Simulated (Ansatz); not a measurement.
# GdSe: the cost of one run

Program: Ansatz 0.2.0. Level of theory: DFT LDA+U (U_eff = 7 eV on Gd f), plane waves, PAW, no spin–orbit coupling unless a run says so. These are calculated values, not measurements.

### 1 The system as given

Symmetry: F-43m, No. 216, cubic system. The conventional cell has a = 6.376 Å, b = 6.376 Å, c = 6.376 Å, α = 90.00°, β = 90.00°, γ = 90.00°. Around Gd (site symmetry -43m) lie 4 Se at 2.76 Å. Se (site symmetry -43m) is surrounded by 4 Gd at 2.76 Å.

Structure file:

```cif
data_structure
_symmetry_space_group_name_H-M 'P 1'
_symmetry_Int_Tables_number 1
_cell_length_a 4.5088
_cell_length_b 4.5088
_cell_length_c 4.5088
_cell_angle_alpha 60.000
_cell_angle_beta 60.000
_cell_angle_gamma 60.000
_cell_volume 64.82
loop_
_atom_site_label
_atom_site_type_symbol
_atom_site_fract_x
_atom_site_fract_y
_atom_site_fract_z
_atom_site_occupancy
Gd1 Gd 0.00000 0.00000 0.00000 1
Se1 Se 0.25000 0.25000 0.25000 1
```

An earlier series on this cell reached its lowest free state from «total moment held at first, then free, 3.50 μB per cell», perhaps among other starts.

### 2 Spin-orbit coupling, direction held

Contents of input.yaml:

```yaml
crystal:
  lattice:
    - [0.0, 3.18822699, 3.18822699]
    - [3.18822699, 0.0, 3.18822699]
    - [3.18822699, 3.18822699, 0.0]
  atoms:
    - { symbol: Gd, position: [0.0, 0.0, 0.0], spin: 7.0, spin_axis: [0.57735, 0.57735, 0.57735] }
    - { symbol: Se, position: [0.25, 0.25, 0.25] }
basis:
  ecutwfc: 420
  ecutrho_ratio: 4
kpoints:
  mp_grid: { grid: [5, 5, 5] }
hamiltonian:
  xc: lda
  hubbard:
    sites:
      - { site: 0, l: f, u_eff: 7.0, starting_ns: [{ occupation_matrix: s0 }] }
    occupation_matrices:
      s0:
        spinor_matrix:
          - [[0.76924, 0.0], [0.0, 0.0], [0.0, 0.0], [0.0, 0.0], [0.0, 0.0], [0.0, 0.0], [0.0, 0.0], [0.27424, -0.27424], [0.0, 0.0], [0.0, 0.0], [0.0, 0.0], [0.0, 0.0], [0.0, 0.0], [0.0, 0.0]]
          - [[0.0, 0.0], [0.76924, 0.0], [0.0, 0.0], [0.0, 0.0], [0.0, 0.0], [0.0, 0.0], [0.0, 0.0], [0.0, 0.0], [0.27424, -0.27424], [0.0, 0.0], [0.0, 0.0], [0.0, 0.0], [0.0, 0.0], [0.0, 0.0]]
          - [[0.0, 0.0], [0.0, 0.0], [0.76924, 0.0], [0.0, 0.0], [0.0, 0.0], [0.0, 0.0], [0.0, 0.0], [0.0, 0.0], [0.0, 0.0], [0.27424, -0.27424], [0.0, 0.0], [0.0, 0.0], [0.0, 0.0], [0.0, 0.0]]
          - [[0.0, 0.0], [0.0, 0.0], [0.0, 0.0], [0.76924, 0.0], [0.0, 0.0], [0.0, 0.0], [0.0, 0.0], [0.0, 0.0], [0.0, 0.0], [0.0, 0.0], [0.27424, -0.27424], [0.0, 0.0], [0.0, 0.0], [0.0, 0.0]]
          - [[0.0, 0.0], [0.0, 0.0], [0.0, 0.0], [0.0, 0.0], [0.76924, 0.0], [0.0, 0.0], [0.0, 0.0], [0.0, 0.0], [0.0, 0.0], [0.0, 0.0], [0.0, 0.0], [0.27424, -0.27424], [0.0, 0.0], [0.0, 0.0]]
          - [[0.0, 0.0], [0.0, 0.0], [0.0, 0.0], [0.0, 0.0], [0.0, 0.0], [0.76924, 0.0], [0.0, 0.0], [0.0, 0.0], [0.0, 0.0], [0.0, 0.0], [0.0, 0.0], [0.0, 0.0], [0.27424, -0.27424], [0.0, 0.0]]
          - [[0.0, 0.0], [0.0, 0.0], [0.0, 0.0], [0.0, 0.0], [0.0, 0.0], [0.0, 0.0], [0.76924, 0.0], [0.0, 0.0], [0.0, 0.0], [0.0, 0.0], [0.0, 0.0], [0.0, 0.0], [0.0, 0.0], [0.27424, -0.27424]]
          - [[0.27424, 0.27424], [0.0, 0.0], [0.0, 0.0], [0.0, 0.0], [0.0, 0.0], [0.0, 0.0], [0.0, 0.0], [0.22076, 0.0], [0.0, 0.0], [0.0, 0.0], [0.0, 0.0], [0.0, 0.0], [0.0, 0.0], [0.0, 0.0]]
          - [[0.0, 0.0], [0.27424, 0.27424], [0.0, 0.0], [0.0, 0.0], [0.0, 0.0], [0.0, 0.0], [0.0, 0.0], [0.0, 0.0], [0.22076, 0.0], [0.0, 0.0], [0.0, 0.0], [0.0, 0.0], [0.0, 0.0], [0.0, 0.0]]
          - [[0.0, 0.0], [0.0, 0.0], [0.27424, 0.27424], [0.0, 0.0], [0.0, 0.0], [0.0, 0.0], [0.0, 0.0], [0.0, 0.0], [0.0, 0.0], [0.22076, 0.0], [0.0, 0.0], [0.0, 0.0], [0.0, 0.0], [0.0, 0.0]]
          - [[0.0, 0.0], [0.0, 0.0], [0.0, 0.0], [0.27424, 0.27424], [0.0, 0.0], [0.0, 0.0], [0.0, 0.0], [0.0, 0.0], [0.0, 0.0], [0.0, 0.0], [0.22076, 0.0], [0.0, 0.0], [0.0, 0.0], [0.0, 0.0]]
          - [[0.0, 0.0], [0.0, 0.0], [0.0, 0.0], [0.0, 0.0], [0.27424, 0.27424], [0.0, 0.0], [0.0, 0.0], [0.0, 0.0], [0.0, 0.0], [0.0, 0.0], [0.0, 0.0], [0.22076, 0.0], [0.0, 0.0], [0.0, 0.0]]
          - [[0.0, 0.0], [0.0, 0.0], [0.0, 0.0], [0.0, 0.0], [0.0, 0.0], [0.27424, 0.27424], [0.0, 0.0], [0.0, 0.0], [0.0, 0.0], [0.0, 0.0], [0.0, 0.0], [0.0, 0.0], [0.22076, 0.0], [0.0, 0.0]]
          - [[0.0, 0.0], [0.0, 0.0], [0.0, 0.0], [0.0, 0.0], [0.0, 0.0], [0.0, 0.0], [0.27424, 0.27424], [0.0, 0.0], [0.0, 0.0], [0.0, 0.0], [0.0, 0.0], [0.0, 0.0], [0.0, 0.0], [0.22076, 0.0]]
    ns_hold: { iters: 8 }
scf:
  occupations: { method: gaussian, width: 0.05 }
  lower_state_search: "off"
  max_iter: 150
output:
  forces: true
  stress: true
  eigenvalues: true
  populations: true
  hubbard: { sites: [{ site: 0, l: f }] }
magnetization:
  noncollinear: true
  spin_orbit: true
  spin_locking: { lock_directions: true }
```

At this filling each channel is wholly full or empty, so no choice of orbitals remains. The typed matrices are held for 8 cycles. The lock stays on to the end, so the result is a constrained state unless its moments die out. This run includes spin–orbit coupling.

The run is started by

```console
$ ansatz run input.yaml --threads 2 --pin off --max-ram 3072MiB --backend cpu --events-out ev --progress --plain --runs-dir out
```

**Question.** How long does this run take on 2 threads of Arm Neoverse N1, shared host, and how much memory does it need?

About 70 s, with a peak of 0.7 GiB.
